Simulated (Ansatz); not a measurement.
# CH3BF2GeO, SMILES FB(F)[CH]1[O][GeH2]1: a single point in a Gaussian basis

Program: Ansatz's Python interface.

Input file `ch3bf2geo.xyz`:
```text
9

F    -0.73200    1.14540    1.87410
B     0.33930    0.40050    1.40760
F     1.57180    0.48660    2.09330
C     0.22610   -0.64610    0.24030
O     1.02190   -0.44140   -0.78970
Ge   -0.66390    0.06770   -1.35020
H     0.05510   -1.73530    0.46510
H    -1.05790   -0.93060   -2.45820
H    -0.67190    1.60690   -1.49940
```

Run as a notebook:

In [1]:
```python
import ansatz as az
```

In [2]:
```python
molecule = az.Crystal.molecule_from_extxyz("ch3bf2geo.xyz")
```

In [3]:
```python
model = molecule.calculation()
model = model.basis(gaussian="def2-SVP")
model = model.functional("b3lyp")
outcome = model.run()
rep = outcome.report
```

In [4]:
```python
rep["published_state_doubts"]
```
Out [4]:
```text
[]
```

In [5]:
```python
rep["reference_energy_ev"]
```
Out [5]:
```text
-65749.48719999116
```

In [6]:
```python
print("reference energy %16.6f eV" % rep["reference_energy_ev"])
print("total energy     %16.6f eV" % rep["free_energy_ev"])
print("occupied orbitals outside the frozen core (up, down):", rep["n_occupied"], " frozen:", rep["n_frozen"], " virtual:", rep["n_virtual"])
```
```text
reference energy    -65749.487200 eV
total energy        -65749.487200 eV
occupied orbitals outside the frozen core (up, down): [36, 36]  frozen: 0  virtual: [81, 81]
```

Total energies depend on the basis set; only differences at equal settings carry meaning. The geometry is a force-field or estimated start, not a minimum of this method, and the basis set is short of its limit. b3lyp holds the VWN-RPA fit, as in Gaussian; the form of ORCA and Turbomole is b3lyp5. Hardware and time: 5.5 s on 1 thread of Arm Neoverse V1 (shared host), peak memory 0.32 GiB.
